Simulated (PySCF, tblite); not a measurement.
# C9H5F3: excited states

What do calculations give for the excited states of C9H5F3 (`FC(F)(F)C1=CC1=C1C=CC=C1`)?

Computed with tblite 0.8.0 and PySCF 2.14.0 and routines of our own; the level stands in each step. Atoms count from 0.

### Step 1. The system as given

17 atoms, charge 0, multiplicity 1; geometry from: force field or distance geometry start.

### Step 2. Optimising the geometry with GFN2-xTB

Job settings and geometry (Å):

```
{"job": {"kind": "relax", "xc": "GFN2-xTB", "basis": "xTB"}, "charge": 0, "multiplicity": 1}
F      2.685500     1.754600     1.051300
C      2.885600     0.492900     0.611200
F      2.890000    -0.307400     1.726300
F      4.153100     0.459800     0.117400
C      1.913200     0.072900    -0.346500
C      1.567600    -0.351400    -1.559600
C      0.578100    -0.139400    -0.618300
C     -0.675100    -0.141600    -0.239500
C     -1.804900    -0.529200    -1.066300
C     -2.909700    -0.387000    -0.299300
C     -2.520800     0.079800     1.012900
C     -1.187600     0.225700     1.063400
H      1.916300    -0.626000    -2.502900
H     -1.762900    -0.856200    -2.095400
H     -3.926800    -0.574900    -0.599900
H     -3.214500     0.275600     1.830400
H     -0.594200     0.563800     1.905000
```

Started as:

```bash
> OMP_NUM_THREADS=1 python excited_run.py task.json out
```

This one command runs all jobs of the session in turn.

Output:

```text
step      E/eV     max force
  0    -975.64499    3.966
  1    -975.71602    5.009
  2    -975.85075    1.023
  3    -975.88123    0.571
  4    -975.89998    0.371
  5    -975.92446    0.374
  6    -975.93545    0.221
  7    -975.94039    0.188
  8    -975.94292    0.143
  9    -975.94495    0.132
 10    -975.94726    0.107
 11    -975.94881    0.134
 12    -975.94993    0.118
 13    -975.95057    0.067
 14    -975.95107    0.069
 15    -975.95151    0.063
 16    -975.95197    0.054
 17    -975.95248    0.056
 18    -975.95313    0.072
 19    -975.95394    0.089
 20    -975.95465    0.071
 21    -975.95510    0.048
 22    -975.95536    0.044
 23    -975.95554    0.049
 24    -975.95570    0.041
 25    -975.95580    0.022
 26    -975.95586    0.021
 27    -975.95591    0.017
 28    -975.95595    0.015
 29    -975.95598    0.012
 30    -975.95600    0.013
 31    -975.95601    0.014
 32    -975.95605    0.020
 33    -975.95610    0.027
 34    -975.95618    0.027
 35    -975.95626    0.023
 36    -975.95633    0.022
 37    -975.95638    0.021
 38    -975.95645    0.022
 39    -975.95655    0.023
 40    -975.95668    0.030
 41    -975.95684    0.030
 42    -975.95698    0.027
 43    -975.95708    0.020
 44    -975.95714    0.015
 45    -975.95718    0.013
 46    -975.95720    0.012
 47    -975.95723    0.012
 48    -975.95725    0.012
 49    -975.95726    0.009
```

Run time: 0.4 s. Hardware: 1 thread of Arm Neoverse V1, shared host.

The steps of the relaxation: (not every step is listed)

| step | energy from step 0 (eV) | largest force (eV/Å) |
| --- | --- | --- |
| 0 | 0.0000 | 3.9658 |
| 1 | -0.0710 | 5.0089 |
| 2 | -0.2058 | 1.0230 |
| 3 | -0.2362 | 0.5715 |
| 4 | -0.2550 | 0.3708 |
| 5 | -0.2795 | 0.3743 |
| 6 | -0.2905 | 0.2209 |
| 7 | -0.2954 | 0.1878 |
| 8 | -0.2979 | 0.1429 |
| 11 | -0.3038 | 0.1338 |
| 14 | -0.3061 | 0.0694 |
| 17 | -0.3075 | 0.0564 |
| 20 | -0.3097 | 0.0708 |
| 23 | -0.3106 | 0.0487 |
| 26 | -0.3109 | 0.0212 |
| 29 | -0.3110 | 0.0117 |
| 32 | -0.3111 | 0.0203 |
| 35 | -0.3113 | 0.0226 |
| 38 | -0.3115 | 0.0221 |
| 41 | -0.3119 | 0.0300 |
| 44 | -0.3121 | 0.0148 |
| 45 | -0.3122 | 0.0128 |
| 46 | -0.3122 | 0.0122 |
| 47 | -0.3122 | 0.0116 |
| 48 | -0.3123 | 0.0124 |
| 49 | -0.3123 | 0.0087 |

Distances of close pairs at the start and the end, largest changes first:

| bond | before (Å) | after (Å) | change (Å) |
| --- | --- | --- | --- |
| C4–C6 | 1.379 | 1.456 | +0.077 |
| C5–C6 | 1.382 | 1.446 | +0.064 |
| C1–C4 | 1.428 | 1.474 | +0.046 |
| C1–F2 | 1.373 | 1.341 | -0.031 |
| C5–H12 | 1.043 | 1.064 | +0.021 |
| C1–F3 | 1.361 | 1.343 | -0.018 |
| C6–C7 | 1.309 | 1.326 | +0.017 |
| C10–H15 | 1.090 | 1.075 | -0.015 |

The next job starts from the end point, and lists it.

### Step 3. Harmonic vibrations with GFN2-xTB

Job settings and geometry (Å):

```
{"job": {"kind": "ir", "xc": "GFN2-xTB", "basis": "xTB"}, "charge": 0, "multiplicity": 1}
F      2.825023     1.760839     1.055442
C      3.004535     0.502682     0.626404
F      3.031632    -0.281214     1.714618
F      4.230097     0.449488     0.080492
C      1.954108     0.090507    -0.322348
C      1.633170    -0.338253    -1.539074
C      0.545494    -0.142351    -0.606072
C     -0.728474    -0.149314    -0.239111
C     -1.871556    -0.529570    -1.058601
C     -2.979140    -0.393089    -0.303634
C     -2.602094     0.073029     1.013814
C     -1.264048     0.222215     1.063723
H      1.967421    -0.620318    -2.508871
H     -1.798494    -0.855515    -2.078556
H     -3.991445    -0.590866    -0.606472
H     -3.300399     0.262288     1.808774
H     -0.662829     0.551471     1.889562
```

Output:

```text
mode    cm-1     km/mol
  1      11.7      0.53
  2      56.6      1.47
  3      73.4      0.27
  4     131.4      3.37
  5     163.7      1.09
  6     191.3      0.43
  7     289.3      6.85
  8     362.0      0.08
  9     411.5     15.64
 10     431.6      5.89
 11     492.5      2.53
 12     501.0     13.92
 13     536.9      0.47
 14     570.7      2.22
 15     582.9      5.43
 16     598.4     10.66
 17     705.9      2.62
 18     744.2     19.09
 19     785.8      1.43
 20     789.9      0.41
 21     792.3     23.93
 22     858.0      0.67
 23     861.4      0.00
 24     863.0     30.87
 25     912.5      0.87
 26     984.9     20.09
 27    1032.2     15.98
 28    1038.1    326.48
 29    1048.1    255.92
 30    1079.8     15.70
 31    1090.6      0.65
 32    1142.9    411.24
 33    1173.8      1.75
 34    1213.0     41.99
 35    1275.9      0.90
 36    1339.6     22.85
 37    1517.0     84.52
 38    1597.9      2.12
 39    1672.3    128.16
 40    1935.2    455.65
 41    3128.7      7.22
 42    3135.8     43.34
 43    3150.7     70.79
 44    3153.9     16.41
 45    3221.7      3.94
```

Wall time 0.74 s (1 thread of Arm Neoverse V1, shared host).

The strongest bands and the atoms that carry them (share of the mass-weighted mode):

| cm⁻¹ | km/mol | atoms |
| --- | --- | --- |
| 1038 | 326.5 | C1 73 %, F2 13 %, F0 13 % |
| 1048 | 255.9 | C1 63 % |
| 1143 | 411.2 | C1 63 % |
| 1517 | 84.5 | C8 27 %, C11 26 %, C9 20 %, C10 20 % |
| 1672 | 128.2 | C4 37 %, C7 22 %, C5 20 %, C6 15 % |
| 1935 | 455.6 | C6 45 %, C4 24 %, C7 15 %, C5 13 % |
| 3136 | 43.3 | H15 41 %, H14 28 %, H16 12 %, H13 12 % |
| 3151 | 70.8 | H13 56 %, H16 26 % |

### Step 4. Excited states: TDA wB97X-D/def2-SVP

Settings changed since step 3:

```diff
@@ -1,2 +1,2 @@
-{"job": {"kind": "ir", "xc": "GFN2-xTB", "basis": "xTB"}, "charge": 0, "multiplicity": 1}
+{"job": {"kind": "states", "xc": "wB97X-D", "basis": "def2-SVP", "tda": true, "soc": true, "nstates": 6, "ntriplets": 4, "nquad": 4}, "charge": 0, "multiplicity": 1}
 F      2.825023     1.760839     1.055442
```

Method: TDA wB97X-D/def2-SVP excited states, vertical, gas phase, spin-orbit mean-field couplings.

Output:

```text
coarse grid: 16136 points
cycle   1  E = -644.3228933413  dE =  2.930e+00  |g| = 1.072e+00  |ddm| = 4.989e+00
cycle   2  E = -644.2698395867  dE =  5.305e-02  |g| = 1.299e+00  |ddm| = 2.044e+00
cycle   3  E = -644.5710865084  dE = -3.012e-01  |g| = 9.148e-02  |ddm| = 1.115e+00
cycle   4  E = -644.5728095844  dE = -1.723e-03  |g| = 5.331e-02  |ddm| = 1.610e-01
cycle   5  E = -644.5735622295  dE = -7.526e-04  |g| = 1.316e-02  |ddm| = 7.960e-02
cycle   6  E = -644.5736236732  dE = -6.144e-05  |g| = 4.085e-03  |ddm| = 2.244e-02
cycle   7  E = -644.5736368083  dE = -1.314e-05  |g| = 1.708e-03  |ddm| = 1.448e-02
cycle   8  E = -644.5736385781  dE = -1.770e-06  |g| = 6.927e-04  |ddm| = 5.220e-03
final grid: 162544 points
cycle   9  E = -644.6666072334  dE = -1.346e-04  |g| = 8.510e-03  |ddm| = 6.066e-02
cycle  10  E = -644.6666106737  dE = -3.440e-06  |g| = 7.922e-03  |ddm| = 1.802e-02
cycle  11  E = -644.6666200988  dE = -9.425e-06  |g| = 8.016e-04  |ddm| = 5.958e-03
cycle  12  E = -644.6666202398  dE = -1.410e-07  |g| = 3.611e-04  |ddm| = 1.368e-03
cycle  13  E = -644.6666202729  dE = -3.309e-08  |g| = 1.304e-04  |ddm| = 6.423e-04
cycle  14  E = -644.6666202780  dE = -5.120e-09  |g| = 2.960e-05  |ddm| = 1.813e-04
cycle  15  E = -644.6666202789  dE = -8.449e-10  |g| = 1.224e-05  |ddm| = 1.240e-04
converged SCF energy = -644.6666202789

Singlet excitations
state   eV       nm        f     d(h-e)  d(exc)  Lambda  PR(NTO)  |dmu|/D   mu/D   main configurations
  1   4.1473   299.0   0.01760   2.160   3.537   0.389   1.026    5.697    4.573   H->L 0.56, H->L+1 0.41
  2   4.2572   291.2   0.04499   2.533   3.560   0.569   1.039    7.083    5.406   H-1->L 0.92
  3   4.5735   271.1   0.01209   3.148   4.086   0.449   1.015    7.565    5.548   H->L+1 0.56, H->L 0.43
  4   5.5434   223.7   0.82676   0.166   3.014   0.747   1.240    0.910    3.672   H-1->L+1 0.85
  5   6.1101   202.9   0.00049   1.015   2.680   0.451   1.023                     H-2->L 0.84, H-7->L 0.13
  6   6.7126   184.7   0.00001   0.210   2.855   0.517   1.072                     H-2->L+1 0.95

Triplet excitations (Tamm-Dancoff)
state   eV     d(h-e)  d(exc)  Lambda  PR(NTO)   main configurations
  1   2.7754   0.893   2.741   0.582   1.045   H->L+1 0.82, H->L 0.13
  2   3.0774   1.102   3.064   0.605   1.088   H-1->L 0.72, H-1->L+1 0.20
  3   3.4050   0.963   2.966   0.717   1.120   H-1->L+1 0.75, H-1->L 0.17
  4   4.4577   3.852   4.460   0.255   1.003   H->L 0.86, H->L+1 0.13
S1 - T1 = 1.3720 eV

Spin-orbit couplings |<S|Hso|T>| (cm-1)
             T1       T2       T3       T4
S0        0.046    0.597    0.318    0.132
S1        0.045    0.030    0.041    0.241
S2        0.015    0.050    0.306    0.069
S3        0.162    0.018    0.039    0.157
S4        0.054    0.189    0.187    0.046
S5        0.926    0.372    0.404    2.224
S6        2.739    1.743    1.853    0.763
T1 sublevels (cm-1): 0.000 0.000 0.000   radiative rates (1/s): 3.54e-05 0.000277 1.5e-06
```

It took 64 s on 1 thread of Arm Neoverse V1, shared host; peak memory 0.88 GiB.

Key values:

| quantity | value |
| --- | --- |
| S1 less T1 | 1.37 eV |

Orbitals, density, ELF and potential are computed afterwards from the orbital file.

Frontier orbitals at wB97X-D/def2-SVP, with the share of their density that lies nearest to each atom:

| orbital | energy (eV) | lies on |
| --- | --- | --- |
| HOMO | -7.83 | C8, C11 about 29 % each; C9, C10 about 14 % each |
| LUMO | -0.14 | C4 38 %; C5 30 %; H12 7 % |

ELF in a plane through or near 15 of the atoms.

Ten even steps from ' ' (0.00) to '@' (1.00):
```
                                                        
                                                        
                                                        
                                                        
                          --%%%%..    --%%##            
                        ..@@@@@@**  ::@@@@@@**          
                          %%@@@@##==++@@@@@@**          
        ..  ..----..      ..####--%%..::%%**            
      ::**++--....--..::    ==**::##::::++..            
      --%%++%%==++@@##%%**==++####..++%%**++++--        
      ::##**##::##--++%%--==++%%**==**==--@@@@@@--      
        ==**==  ==##**++::::##++%%==++####@@@@@@--      
        ..::    ==%%----@@**--::++::--++--%%@@@@..      
                --**::::%%++    %%@@@@==    ....        
                **@@@@@@==..    @@@@@@##                
                %%@@@@@@..      @@@@@@++                
                --%%@@**          ..                    
                    ..                                  
                                                        
                                                        
```
The map spans 13.7 Å across and 10.5 Å up, centred on the molecule. Atoms in the plane (x, y in Å): C1 (-3.0, 0.6), F3 (-4.3, 0.0), C4 (-1.9, -0.4), C5 (-1.6, -1.6), C6 (-0.5, -0.6), C7 (0.7, -0.2), C8 (1.9, -1.1), C9 (3.0, -0.3), C10 (2.6, 1.1), C11 (1.2, 1.1), H12 (-1.9, -2.7), H13 (1.9, -2.2), H14 (4.0, -0.6), H15 (3.2, 1.9), H16 (0.6, 2.0).

On the surface of density 0.002 e/bohr³ the electrostatic potential runs, from the 1st to the 99th percentile, from -1.06 V near C10 to 2.03 V near H12.

### Step 5. What came out

```
                                                                  quantity                  value
                                 strongest single infrared mode (GFN2-xTB)  1935 cm⁻¹, 456 km/mol
                                              zero-point energy (GFN2-xTB)          68.1 kcal/mol
                                 S1 less T1 (step 4, TDA wB97X-D/def2-SVP)                1.37 eV
potential on the surface of density 0.002 e/bohr³, 1st and 99th percentile     -1.06 V and 2.03 V
```

What this shows: All 45 modes are real, so the xTB geometry is a minimum. The strongest single mode, at 1935 cm⁻¹, is carried by C6, C4, C7, C5. Unscaled tight-binding wavenumbers are off by several per cent, some by more. Its intensities can rank the bands wrongly. In step 4, the number of triplets below S1 is 3, and the largest singlet-triplet spin-orbit coupling is S6–T1, 2.74 cm⁻¹.
